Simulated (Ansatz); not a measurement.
# Sc2BSb3: the cost of one run

Method: DFT PBE, scalar-relativistic, plane waves, PAW, in Ansatz 0.2.0.

## (1) Starting point

The structure is tetragonal, space group P-4m2 (No. 115). The conventional cell has a = 3.724 Å, b = 3.724 Å, c = 8.352 Å, α = 90.00°, β = 90.00°, γ = 90.00°. Sc (site symmetry 2mm) has 7 Sb at 2.82 to 2.91 Å and 2 B at 2.90 Å as nearest neighbours. B (site symmetry -4m2) has 4 Sb at 2.63 Å and 4 Sc at 2.90 Å as nearest neighbours. Around Sb (site symmetry 2mm) lie 5 Sc at 2.82 to 2.91 Å. Sb (site symmetry -4m2) has 4 B at 2.63 Å and 4 Sc at 2.90 Å as nearest neighbours.

Structure file:

```
Sc B Sb
1.0
     3.72404    0.00000    0.00000
     0.00000    3.72404    0.00000
     0.00000    0.00000    8.35247
Sc B Sb
2 1 3
Direct
  0.50000 0.00000 0.73448
  0.00000 0.50000 0.26552
  0.50000 0.50000 0.00000
  0.50000 0.00000 0.38616
  0.00000 0.50000 0.61384
  0.00000 0.00000 0.00000
```

A structure generator made this guess: species swapped into a database cell of Hf2SiAs3 (P-4m2, No. 115), with Sc on the Hf sites, B on the Si sites and Sb on the As sites. Lengths come from tabulated atomic sizes and are only a guess.

## (2) A first look at the guess

input.yaml reads:

```yaml
crystal:
  lattice:
    - [3.72403673, 0.0, 0.0]
    - [0.0, 3.72403673, 0.0]
    - [0.0, 0.0, 8.35246512]
  atoms:
    - { symbol: Sc, position: [0.5, 0.0, 0.73447907] }
    - { symbol: Sc, position: [0.0, 0.5, 0.26552093] }
    - { symbol: B, position: [0.5, 0.5, 0.0] }
    - { symbol: Sb, position: [0.5, 0.0, 0.38616329] }
    - { symbol: Sb, position: [0.0, 0.5, 0.61383671] }
    - { symbol: Sb, position: [0.0, 0.0, 0.0] }
basis:
  ecutwfc: 420
kpoints:
  mp_grid: { grid: [6, 6, 2] }
hamiltonian:
  xc: pbe
scf:
  occupations: { method: gaussian, width: 0.1 }
  lower_state_search: "off"
output:
  forces: true
  stress: true
  eigenvalues: true
```

On the command line:

```console
> ansatz run input.yaml --threads 1 --pin off --max-ram 2560MiB --backend cpu --events-out ev --progress --plain --runs-dir out
```

**Question.** How long does this run take on 1 thread of Intel Xeon 6975P-C (Granite Rapids), shared host, and how much memory does it need?

About 4.8 s, with a peak of 0.41 GiB.
